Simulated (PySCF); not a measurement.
# C4H5F3Se: a tour of settings

Which settings matter for C4H5F3Se (`C[C@@H]([SeH])C(F)=C(F)F`)?

Computed with PySCF 2.14.0, with density-fitted response routines of our own, on a single molecule in the gas phase. Atoms are numbered from 0 throughout.

## (1) The molecule as given

13 atoms, charge 0, multiplicity 1; geometry from: GFN2-xTB.

Bonds of the start (Å): C0–C1 1.52, C1–Se2 2.01, C1–C3 1.48, C3–F4 1.35, C3–C5 1.33, C5–F6 1.32, C5–F7 1.33, C0–H8 1.09, C0–H9 1.09, C0–H10 1.09, C1–H11 1.09, Se2–H12 1.45.

## (2) Nuclear shieldings: PBE0/pcSseg-1

What the job is given:

```
{"job": {"kind": "nmr", "xc": "PBE0", "basis": "pcSseg-1"}, "charge": 0, "multiplicity": 1}
C     -1.343439    -0.700557    -0.673929
C     -0.176391     0.262581    -0.531936
Se    -0.831516     2.149153    -0.274823
C      0.698913    -0.076424     0.618301
F      0.065710    -0.233497     1.798032
C      2.021862    -0.196957     0.582804
F      2.810055    -0.477387     1.607432
F      2.724981    -0.065031    -0.536398
H     -0.972977    -1.699147    -0.899255
H     -1.996592    -0.378141    -1.480870
H     -1.920404    -0.742194     0.247791
H      0.421830     0.307814    -1.444624
H     -1.506418     1.850274     0.969748
```

With the program's defaults for keys left out, this is: GIAO PBE0/pcSseg-1 NMR shielding, non-relativistic, gas phase.

Command:

```bash
$ OMP_NUM_THREADS=1 python probes_run.py task.json out
```

One launch serves the whole session: the jobs run in the order shown.

Standard output:

```text
coarse grid: 56312 points
cycle   1  E = -2855.3191459506  dE =  1.323e-01  |g| = 9.750e-01  |ddm| = 3.395e+00
cycle   2  E = -2855.2130040248  dE =  1.061e-01  |g| = 1.166e+00  |ddm| = 1.226e+00
cycle   3  E = -2855.4169750879  dE = -2.040e-01  |g| = 2.236e-01  |ddm| = 8.769e-01
cycle   4  E = -2855.4242219772  dE = -7.247e-03  |g| = 5.226e-02  |ddm| = 1.645e-01
cycle   5  E = -2855.4245409787  dE = -3.190e-04  |g| = 1.792e-02  |ddm| = 5.186e-02
cycle   6  E = -2855.4245963927  dE = -5.541e-05  |g| = 3.994e-03  |ddm| = 1.689e-02
cycle   7  E = -2855.4245988921  dE = -2.499e-06  |g| = 1.327e-03  |ddm| = 4.201e-03
final grid: 119584 points
cycle   8  E = -2855.4245526787  dE =  5.980e-07  |g| = 2.170e-03  |ddm| = 4.138e-03
cycle   9  E = -2855.4245504498  dE =  2.229e-06  |g| = 3.740e-03  |ddm| = 5.022e-03
cycle  10  E = -2855.4245538079  dE = -3.358e-06  |g| = 2.319e-04  |ddm| = 3.187e-03
cycle  11  E = -2855.4245538201  dE = -1.223e-08  |g| = 2.719e-05  |ddm| = 2.219e-04
cycle  12  E = -2855.4245538202  dE = -9.186e-11  |g| = 7.978e-06  |ddm| = 2.540e-05
converged SCF energy = -2855.4245538202

GIAO shielding tensors (ppm)
atom      isotropic    diamagn.    paramagn.     s11        s22        s33       span
  0 C      160.814     245.860     -85.046    135.307    157.978    189.156     53.849
  1 C      146.098     244.722     -98.624    131.024    145.146    162.126     31.102
  2 Se    1570.594    2997.901   -1427.307    828.610   1627.354   2255.817   1427.207
  3 C       45.278     251.295    -206.017      6.326     43.354     86.154     79.828
  4 F      373.636     473.752    -100.117    318.782    364.432    437.693    118.911
  5 C       23.697     249.866    -226.169    -27.825     42.345     56.570     84.395
  6 F      279.777     469.419    -189.641    262.993    286.215    290.124     27.131
  7 F      292.411     474.522    -182.110    257.918    294.595    324.721     66.803
  8 H       30.174      28.924       1.250     24.953     27.039     38.530     13.577
  9 H       29.751      28.967       0.784     24.762     28.541     35.951     11.190
 10 H       29.714      29.534       0.179     26.228     28.718     34.195      7.967
 11 H       28.204      30.836      -2.632     24.980     25.431     34.201      9.221
 12 H       28.464      29.910      -1.446     20.343     27.113     37.935     17.592
```

Run time: 76 s. Hardware: 1 thread of Intel Xeon at 2.70GHz, shared host; peak memory 0.89 GiB.

The references, computed at this level on geometries of the same kind, shield at (ppm): 1H TMS 31.72, 13C TMS 186.9, 19F CFCl3 170.9, 77Se Me2Se 1758. Their shielding less the atom's gives the shift. The references are single molecules in the gas phase, so shifts against H2O, NH3, PH3, H3PO4 or CFCl3 are not on the usual liquid scales and can be off by tens of ppm. Atoms listed in one row are averaged.

| atoms | environment | σ (ppm) | δ (ppm) |
| --- | --- | --- | --- |
| C5 | fully substituted alkene carbon | 23.7 | 163.2 |
| C3 | fully substituted alkene carbon | 45.3 | 141.6 |
| C1 | allylic sp3 CH bonded to Se | 146.1 | 40.8 |
| C0 | methyl carbon | 160.8 | 26.1 |
| H11 | hydrogen on an allylic sp3 CH bonded to Se | 28.20 | 3.51 |
| H12 | hydrogen on a selenium bonded to C | 28.46 | 3.25 |
| H8, H9, H10 | hydrogen on a methyl carbon | 29.88 | 1.84 |
| Se2 | selenium bonded to C, H | 1571 | 188 |
| F6 | vinylic fluorine | 279.8 | -108.8 |
| F7 | vinylic fluorine | 292.4 | -121.5 |
| F4 | vinylic fluorine | 373.6 | -202.7 |

Charges from the same density, by scheme (e):

| atoms | Mulliken | IAO | Hirshfeld | ESP fit |
| --- | --- | --- | --- | --- |
| C0 | -0.16 | -0.42 | -0.13 | -0.43 |
| C1 | -0.44 | -0.21 | -0.04 | -0.03 |
| Se2 | -0.10 | -0.02 | -0.01 | -0.22 |
| C3 | 0.20 | 0.18 | 0.03 | -0.20 |
| F4 | -0.27 | -0.27 | -0.07 | -0.07 |
| C5 | 0.58 | 0.50 | 0.14 | 0.40 |
| F6 | -0.23 | -0.23 | -0.06 | -0.12 |
| F7 | -0.24 | -0.24 | -0.06 | -0.16 |

Mayer bond orders: C0–C1 0.98, C1–Se2 1.01, C1–C3 0.93, C3–F4 0.95, C3–C5 1.72, C5–F6 1.01, C5–F7 1.01.

The fields below are evaluated on a grid from the run's orbitals.

Frontier orbitals at PBE0/pcSseg-1, with the share of their density that lies nearest to each atom:

| orbital | energy (eV) | lies on |
| --- | --- | --- |
| HOMO | -6.72 | Se2 69 %; H12 9 %; C3, C5 about 6 % each |
| LUMO | -0.57 | Se2 38 %; C1, C5 about 15 % each; C3 9 % |

ELF in a plane through or near 4 of the atoms.

Ten even steps from '0' (0.00) to '9' (1.00):
```
0000000000000000000000000000
0000000000000000000000000000
0000000000000000000000000000
0000000000000014885000000000
0000000000000128999400000000
0000000000000029999500000000
0000000000000006998200000000
0000133101231000110000000000
0001477336754311000000000000
0002688735862764433200000000
0002687723945867746542000000
0000232257875225384886100000
0000000024441005866785100000
0000000000000029996211000000
0000000000000039995000000000
0000000000000005761000000000
0000000000000000000000000000
0000000000000000000000000000
0000000000000000000000000000
0000000000000000000000000000
```
The map spans 11.6 Å across and 9.7 Å up, centred on the molecule. Atoms in the plane (x, y in Å): C0 (1.5, -0.8), C3 (-0.9, 0.2), C5 (-2.1, -0.1), H12 (1.2, 2.3).

log10 of the density (e/Å³) in the same plane.

Values, 10 rows by 14 columns:
```
-4.0 -4.0 -4.0 -4.0 -4.0 -4.0 -4.0 -4.0 -4.0 -4.0 -4.0 -4.0 -4.0 -4.0
-4.0 -4.0 -4.0 -4.0 -4.0 -4.0 -3.4 -2.8 -2.5 -2.7 -3.5 -4.0 -4.0 -4.0
-4.0 -4.0 -4.0 -4.0 -3.8 -3.2 -2.3 -1.6 -0.8 -1.2 -2.4 -3.8 -4.0 -4.0
-4.0 -4.0 -3.0 -2.3 -2.1 -1.7 -1.5 -1.2 -0.4 -0.9 -2.1 -3.4 -4.0 -4.0
-4.0 -2.9 -1.1 -0.2 -0.5 -0.2 -0.1 -0.6 -1.0 -1.4 -2.0 -3.1 -4.0 -4.0
-4.0 -2.7 -0.8  0.4  0.4  0.3  0.2 -0.1  0.0 -0.1 -1.0 -2.3 -3.8 -4.0
-4.0 -4.0 -2.1 -1.4 -0.9 -1.0 -1.2 -1.0  0.1  0.0 -0.9 -2.2 -3.8 -4.0
-4.0 -4.0 -4.0 -3.2 -2.6 -2.5 -2.5 -1.6 -0.7 -1.2 -2.1 -3.1 -4.0 -4.0
-4.0 -4.0 -4.0 -4.0 -4.0 -4.0 -3.9 -3.1 -2.6 -2.8 -3.5 -4.0 -4.0 -4.0
-4.0 -4.0 -4.0 -4.0 -4.0 -4.0 -4.0 -4.0 -4.0 -4.0 -4.0 -4.0 -4.0 -4.0
```
The map spans 11.6 Å across and 9.7 Å up, centred on the molecule. Atoms in the plane (x, y in Å): C0 (1.5, -0.8), C3 (-0.9, 0.2), C5 (-2.1, -0.1), H12 (1.2, 2.3).

On the surface of density 0.002 e/bohr³ the electrostatic potential runs, from the 1st to the 99th percentile, from -0.78 V near Se2 to 1.18 V near H11.

## (3) Excited states and response: PBE0/def2-SVPD

Same as in step 2 but for these lines:

```diff
@@ -1,2 +1,2 @@
-{"job": {"kind": "nmr", "xc": "PBE0", "basis": "pcSseg-1"}, "charge": 0, "multiplicity": 1}
+{"job": {"kind": "uv", "xc": "PBE0", "basis": "def2-SVPD", "nstates": 6, "ntriplets": 2}, "charge": 0, "multiplicity": 1}
 C     -1.343439    -0.700557    -0.673929
```

With the program's defaults for keys left out, this is: TDDFT PBE0/def2-SVPD, vertical, gas phase, core orbitals frozen in the response.

Standard output:

```text
coarse grid: 56312 points
cycle   1  E = -2855.0279681265  dE =  1.974e-01  |g| = 6.954e-01  |ddm| = 5.450e+00
cycle   2  E = -2854.9269680163  dE =  1.010e-01  |g| = 1.037e+00  |ddm| = 1.875e+00
cycle   3  E = -2855.1177292810  dE = -1.908e-01  |g| = 8.905e-02  |ddm| = 1.139e+00
cycle   4  E = -2855.1188966234  dE = -1.167e-03  |g| = 3.850e-02  |ddm| = 1.578e-01
cycle   5  E = -2855.1191775731  dE = -2.809e-04  |g| = 1.228e-02  |ddm| = 6.177e-02
cycle   6  E = -2855.1192014140  dE = -2.384e-05  |g| = 3.548e-03  |ddm| = 1.677e-02
cycle   7  E = -2855.1192041649  dE = -2.751e-06  |g| = 9.059e-04  |ddm| = 6.012e-03
final grid: 119584 points
cycle   8  E = -2855.1191534278  dE =  1.889e-07  |g| = 1.512e-03  |ddm| = 1.630e-02
cycle   9  E = -2855.1191522275  dE =  1.200e-06  |g| = 2.666e-03  |ddm| = 6.182e-03
cycle  10  E = -2855.1191539861  dE = -1.759e-06  |g| = 1.377e-04  |ddm| = 3.908e-03
cycle  11  E = -2855.1191539894  dE = -3.268e-09  |g| = 2.704e-05  |ddm| = 2.392e-04
cycle  12  E = -2855.1191539895  dE = -1.201e-10  |g| = 6.818e-06  |ddm| = 4.111e-05
converged SCF energy = -2855.1191539895

Static polarisability (au): isotropic 82.007, principal 68.277 76.689 101.054

Singlet excitations
state   eV       nm        f      main configurations
  1   4.5724    271.2   0.00750   H->L 0.92
  2   5.5495    223.4   0.03939   H->L+1 0.92
  3   5.9383    208.8   0.15753   H-1->L 0.82
  4   6.2737    197.6   0.01381   H->L+2 0.44, H-1->L+1 0.26, H->L+3 0.15
  5   6.4698    191.6   0.02916   H->L+2 0.39, H->L+3 0.33, H-1->L+1 0.19
  6   6.5486    189.3   0.07398   H->L+3 0.41, H-1->L+1 0.38

Triplet excitations (Tamm-Dancoff, eV): 3.9034 4.3646
```

Run time: 80 s. Hardware: 1 thread of Intel Xeon at 2.70GHz, shared host; peak memory 1 GiB.

Frontier orbitals and where they lie:

| orbital | eV | atoms |
| --- | --- | --- |
| HOMO−3 | -10.59 | Se2 24 %, C1 21 %, C0 14 % |
| HOMO−2 | -9.54 | Se2 47 %, C1 15 %, C0 9 % |
| HOMO−1 | -7.57 | C3 23 %, C5 21 %, Se2 18 % |
| HOMO | -6.79 | Se2 70 %, C3 7 %, H12 6 % |
| LUMO | -0.77 | Se2 46 %, C1 16 %, C5 11 % |
| LUMO+1 | 0.03 | Se2 41 %, H12 13 %, C5 7 % |
| LUMO+2 | 0.64 | Se2 28 %, C5 18 %, H12 11 % |

With each of the 6 states as a Gaussian band of 0.4 eV half-width at 1/e, the curve within the window shown has maxima at 270 nm (ε 310), 208 nm (ε 7,800) L/(mol cm). Beyond the last state computed it falls off for lack of states. The curve at chosen wavelengths:

| nm | ε (L/mol/cm) |
| --- | --- |
| 181 | 2295 |
| 186 | 4138 |
| 191 | 5484 |
| 197 | 6479 |
| 202 | 7297 |
| 207 | 7792 |
| 212 | 7396 |
| 218 | 5828 |
| 223 | 4225 |
| 228 | 2813 |
| 233 | 1747 |
| 239 | 917 |
| 244 | 528 |
| 249 | 336 |
| 254 | 271 |
| 260 | 275 |
| 265 | 297 |
| 270 | 308 |
| 275 | 298 |
| 281 | 259 |
| 286 | 213 |
| 291 | 165 |
| 296 | 121 |
| 302 | 78 |
| 307 | 51 |
| 312 | 32 |

Leading natural transition orbitals of singlet state 3: the hole lies on C3, C5 about 29 % each; F4, F6, F7 about 8 % each; Se2 8 %; the particle on Se2 41 %; C1 17 %; H12 12 %.

Leading natural transition orbitals of singlet state 1: the hole lies on Se2 78 %; H12 10 %; the particle on Se2 44 %; C1 16 %; H12 13 %.

Further results of this job:

| property | computed |
| --- | --- |
| dipole moment (D) | 1.80 |
| polarisability (Å³) | 12.15 |
| HOMO–LUMO gap (eV) | 6.02 |
| −ε(HOMO) (eV) | 6.79 |

## (4) J couplings: mPW1PW91/6-31G

Same as in step 3 but for these lines:

```diff
@@ -1,2 +1,2 @@
-{"job": {"kind": "uv", "xc": "PBE0", "basis": "def2-SVPD", "nstates": 6, "ntriplets": 2}, "charge": 0, "multiplicity": 1}
+{"job": {"kind": "j", "xc": "mPW1PW91", "basis": "6-31G", "grid": 1}, "charge": 0, "multiplicity": 1}
 C     -1.343439    -0.700557    -0.673929
```

With the program's defaults for keys left out, this is: mPW1PW91/6-31G indirect spin-spin coupling, non-relativistic, gas phase.

Standard output:

```text
final grid: 56312 points
cycle   1  E = -2855.9158184054  dE =  4.016e-01  |g| = 8.112e-01  |ddm| = 3.638e+00
cycle   2  E = -2855.7466277818  dE =  1.692e-01  |g| = 1.287e+00  |ddm| = 2.253e+00
cycle   3  E = -2856.0530617582  dE = -3.064e-01  |g| = 8.366e-02  |ddm| = 1.323e+00
cycle   4  E = -2856.0542878890  dE = -1.226e-03  |g| = 4.269e-02  |ddm| = 1.409e-01
cycle   5  E = -2856.0546001302  dE = -3.122e-04  |g| = 1.108e-02  |ddm| = 4.927e-02
cycle   6  E = -2856.0546244500  dE = -2.432e-05  |g| = 2.448e-03  |ddm| = 1.375e-02
cycle   7  E = -2856.0546256142  dE = -1.164e-06  |g| = 9.946e-04  |ddm| = 4.242e-03
cycle   8  E = -2856.0546258584  dE = -2.441e-07  |g| = 2.931e-04  |ddm| = 1.260e-03
cycle   9  E = -2856.0546258801  dE = -2.178e-08  |g| = 5.800e-05  |ddm| = 3.975e-04
cycle  10  E = -2856.0546258808  dE = -6.544e-10  |g| = 2.438e-05  |ddm| = 8.721e-05
converged SCF energy = -2856.0546258808

Indirect spin-spin couplings (Hz)
  i      j    bonds     total        FC       PSO       DSO        SD
  0 C    1 C    1     45.507    45.690    -0.496     0.313         -
  0 C    3 C    2     -4.413    -4.436    -0.073     0.096         -
  0 C    4 F    3      0.571     1.335    -0.983     0.165     0.054
  0 C    5 C    3      3.650     3.568     0.092    -0.011         -
  0 C    6 F    4      3.736     3.749     0.462    -0.194    -0.282
  0 C    7 F    4      2.522     2.731    -0.181    -0.082     0.055
  0 C    8 H    1    142.025   140.095     1.016     0.914         -
  0 C    9 H    1    149.318   147.435     0.943     0.940         -
  0 C   10 H    1    149.270   147.371     0.897     1.002         -
  0 C   11 H    2     -5.298    -5.463     0.091     0.074         -
  0 C   12 H    3      1.637     1.438    -0.006     0.205         -
  1 C    3 C    1     66.847    68.122    -1.715     0.441         -
  1 C    4 F    2     24.161    24.939    -2.163     0.278     1.107
  1 C    5 C    2      2.478     2.369     0.011     0.098         -
  1 C    6 F    3     -3.535    -3.692    -0.125    -0.192     0.474
  1 C    7 F    3     -5.753    -4.702    -0.898     0.275    -0.429
  1 C    8 H    2     -3.855    -4.185     0.151     0.178         -
  1 C    9 H    2     -5.944    -6.186     0.030     0.212         -
  1 C   10 H    2     -7.606    -7.830    -0.007     0.232         -
  1 C   11 H    1    167.137   165.133     0.340     1.664         -
  1 C   12 H    2     -2.951    -3.286     0.272     0.063         -
  3 C    4 F    1   -264.682  -275.827     6.869     1.497     2.779
  3 C    5 C    1    146.284   153.008    -7.201     0.477         -
  3 C    6 F    2     24.151    34.599   -23.073     0.046    12.579
  3 C    7 F    2     56.166    51.241    -8.851     0.135    13.641
  3 C    8 H    3      1.798     1.569    -0.069     0.298         -
  3 C    9 H    3      7.884     7.978     0.138    -0.233         -
  3 C   10 H    3      3.609     3.446    -0.124     0.288         -
  3 C   11 H    2     -0.338    -0.570    -0.186     0.417         -
  3 C   12 H    3      2.288     2.067    -0.132     0.353         -
  4 F    5 C    2     54.340    47.906    -8.428     0.219    14.644
  4 F    6 F    3     73.263    19.646     9.841     0.380    43.396
  4 F    7 F    3   -123.126     3.811  -150.361    -1.223    24.647
  4 F    8 H    4      0.219    -0.022     0.674     0.030    -0.463
  4 F    9 H    4      0.390     1.059     0.426    -0.999    -0.096
  4 F   10 H    4      1.707     0.948    -0.911     1.652     0.018
  4 F   11 H    3     19.193    20.721    -0.064    -1.439    -0.025
  4 F   12 H    4      2.547     0.727    -0.665     2.406     0.079
  5 C    6 F    1   -337.776  -311.864   -20.784     1.476    -6.603
  5 C    7 F    1   -314.262  -294.079   -16.552     1.484    -5.115
  5 C    8 H    4     -0.471    -0.589     0.028     0.090         -
  5 C    9 H    4      1.129     1.207     0.148    -0.226         -
  5 C   10 H    4     -0.472    -0.483     0.152    -0.141         -
  5 C   11 H    3      1.621     1.461    -0.236     0.396         -
  5 C   12 H    4     -0.730    -0.757     0.123    -0.096         -
  6 F    7 F    2     48.879    45.016   -25.714    -0.181    29.758
  6 F    9 H    5      1.853     2.287     0.662    -1.063    -0.034
  6 F   10 H    5     -0.657    -0.364     0.610    -0.716    -0.187
  6 F   11 H    4     -2.086    -0.309    -0.802    -0.949    -0.027
  6 F   12 H    5     -1.094    -0.870     0.380    -0.453    -0.150
  7 F    9 H    5      0.162     0.575     0.279    -0.610    -0.083
  7 F   10 H    5     -0.427     0.261     0.370    -0.874    -0.185
  7 F   11 H    4      4.439     3.278    -0.593     2.017    -0.262
  7 F   12 H    5     -1.491    -0.573     0.334    -1.158    -0.095
  8 H    9 H    2    -20.689   -19.640     0.961    -2.009         -
  8 H   10 H    2    -20.317   -19.420     0.912    -1.809         -
  8 H   11 H    3      4.536     4.190    -0.006     0.352         -
  8 H   12 H    4     -1.375    -0.828     0.460    -1.007         -
  9 H   10 H    2    -20.400   -19.582     0.912    -1.729         -
  9 H   11 H    3      4.334     3.936     0.026     0.372         -
  9 H   12 H    4     -0.396    -0.248     0.050    -0.197         -
 10 H   11 H    3     13.145    14.349     0.925    -2.129         -
 10 H   12 H    4      1.690    -0.346    -0.702     2.738         -
 11 H   12 H    3      8.197    10.834     0.840    -3.478         -
```

Run time: 27 s. Hardware: 1 thread of Intel Xeon at 2.70GHz, shared host; peak memory 0.7 GiB.

This basis has no tight s functions, so the Fermi-contact terms are rough.

Couplings of 1 Hz or more, nine at most for each number of bonds, with means over like pairs (isotopes 13C, 19F, 1H):

| pair | bonds | J (Hz) | Fermi contact (Hz) | dihedral (°) |
| --- | --- | --- | --- | --- |
| C5–F6 | 1 | -337.8 | -311.9 | – |
| C5–F7 | 1 | -314.3 | -294.1 | – |
| C3–F4 | 1 | -264.7 | -275.8 | – |
| C1–H11 | 1 | 167.1 | 165.1 | – |
| C0–H8 | 1 | 146.9 | 145.0 | – |
| C3–C5 | 1 | 146.3 | 153.0 | – |
| C1–C3 | 1 | 66.8 | 68.1 | – |
| C0–C1 | 1 | 45.5 | 45.7 | – |
| C3–F7 | 2 | 56.2 | 51.2 | – |
| F4–C5 | 2 | 54.3 | 47.9 | – |
| F6–F7 | 2 | 48.9 | 45.0 | – |
| C1–F4 | 2 | 24.2 | 24.9 | – |
| C3–F6 | 2 | 24.2 | 34.6 | – |
| H8–H9 | 2 | -20.5 | -19.5 | – |
| C1–H8 | 2 | -5.8 | -6.1 | – |
| C0–H11 | 2 | -5.3 | -5.5 | – |
| C0–C3 | 2 | -4.4 | -4.4 | – |
| F4–F7 | 3 | -123.1 | 3.8 | 180 |
| F4–F6 | 3 | 73.3 | 19.6 | 1 |
| F4–H11 | 3 | 19.2 | 20.7 | -177 |
| H11–H12 | 3 | 8.2 | 10.8 | -177 |
| H8–H11 | 3 | 7.3 | 7.5 | – |
| C1–F7 | 3 | -5.8 | -4.7 | -2 |
| C3–H8 | 3 | 4.4 | 4.3 | – |
| C0–C5 | 3 | 3.6 | 3.6 | 130 |
| C1–F6 | 3 | -3.5 | -3.7 | 179 |
| F7–H11 | 4 | 4.4 | 3.3 | – |
| C0–F6 | 4 | 3.7 | 3.7 | – |
| F4–H12 | 4 | 2.5 | 0.7 | – |
| C0–F7 | 4 | 2.5 | 2.7 | – |
| F6–H11 | 4 | -2.1 | -0.3 | – |

The spin-dipole term was solved for some atoms only; pairs without it lack that part.

The response was solved for the nuclei of C, F, H alone, so couplings that need other nuclei can be missing.

Joined with the shifts from before (PBE0/pcSseg-1, unscaled), the couplings predict the line list below for 600 MHz.

1H NMR δ 3.51 (m, 1H), 3.25 (ddt, J = 8.2, 2.5, 1.3 Hz, 1H), 1.84 (d, J = 7.3 Hz, 3H).

## (5) Shielding tensors: CAM-B3LYP/pcSseg-0

Same as in step 4 but for these lines:

```diff
@@ -1,2 +1,2 @@
-{"job": {"kind": "j", "xc": "mPW1PW91", "basis": "6-31G", "grid": 1}, "charge": 0, "multiplicity": 1}
+{"job": {"kind": "nmr", "xc": "CAM-B3LYP", "basis": "pcSseg-0", "pop": false, "scf": {"aux": "def2-qzvpp-jkfit"}}, "charge": 0, "multiplicity": 1}
 C     -1.343439    -0.700557    -0.673929
```

With the program's defaults for keys left out, this is: GIAO CAM-B3LYP/pcSseg-0 NMR shielding, non-relativistic, gas phase.

Standard output:

```text
final grid: 119584 points
cycle   1  E = -2852.5583806388  dE = -2.023e-01  |g| = 7.919e-01  |ddm| = 3.827e+00
cycle   2  E = -2852.5110697169  dE =  4.731e-02  |g| = 1.052e+00  |ddm| = 2.100e+00
cycle   3  E = -2852.6997012154  dE = -1.886e-01  |g| = 5.381e-02  |ddm| = 9.686e-01
cycle   4  E = -2852.7002614860  dE = -5.603e-04  |g| = 2.950e-02  |ddm| = 1.086e-01
cycle   5  E = -2852.7004350845  dE = -1.736e-04  |g| = 7.983e-03  |ddm| = 3.999e-02
cycle   6  E = -2852.7004465442  dE = -1.146e-05  |g| = 2.794e-03  |ddm| = 1.206e-02
cycle   7  E = -2852.7004482821  dE = -1.738e-06  |g| = 5.405e-04  |ddm| = 4.819e-03
cycle   8  E = -2852.7004483727  dE = -9.055e-08  |g| = 2.746e-04  |ddm| = 1.466e-03
cycle   9  E = -2852.7004483931  dE = -2.040e-08  |g| = 5.238e-05  |ddm| = 4.910e-04
cycle  10  E = -2852.7004483938  dE = -7.103e-10  |g| = 2.963e-05  |ddm| = 1.538e-04
converged SCF energy = -2852.7004483938

GIAO shielding tensors (ppm)
atom      isotropic    diamagn.    paramagn.     s11        s22        s33       span
  0 C      168.113     244.123     -76.010    143.205    165.261    195.873     52.668
  1 C      157.775     243.264     -85.489    141.900    160.185    171.240     29.340
  2 Se    1509.261    2989.908   -1480.646    678.531   1634.136   2215.116   1536.586
  3 C       39.602     257.688    -218.086     -9.186     42.813     85.178     94.364
  4 F      383.546     470.069     -86.523    313.524    364.241    472.873    159.349
  5 C       16.998     248.100    -231.102    -44.349     41.646     53.698     98.048
  6 F      286.717     469.561    -182.843    257.398    287.467    315.287     57.890
  7 F      300.107     477.639    -177.532    286.511    299.010    314.801     28.291
  8 H       31.368      28.663       2.706     25.940     28.398     39.767     13.827
  9 H       31.389      29.573       1.816     26.315     29.731     38.120     11.806
 10 H       31.098      29.090       2.008     27.534     29.844     35.917      8.384
 11 H       30.137      30.977      -0.839     26.484     27.998     35.930      9.447
 12 H       30.344      30.271       0.073     21.545     30.121     39.364     17.819
```

Run time: 18 s. Hardware: 1 thread of Intel Xeon at 2.70GHz, shared host; peak memory 0.61 GiB.

Key values: δ C5 177.4, C3 154.7, C1 36.6, C0 26.2, H11 3.18, H12 2.98 ppm.

[end of part 1 of 2]
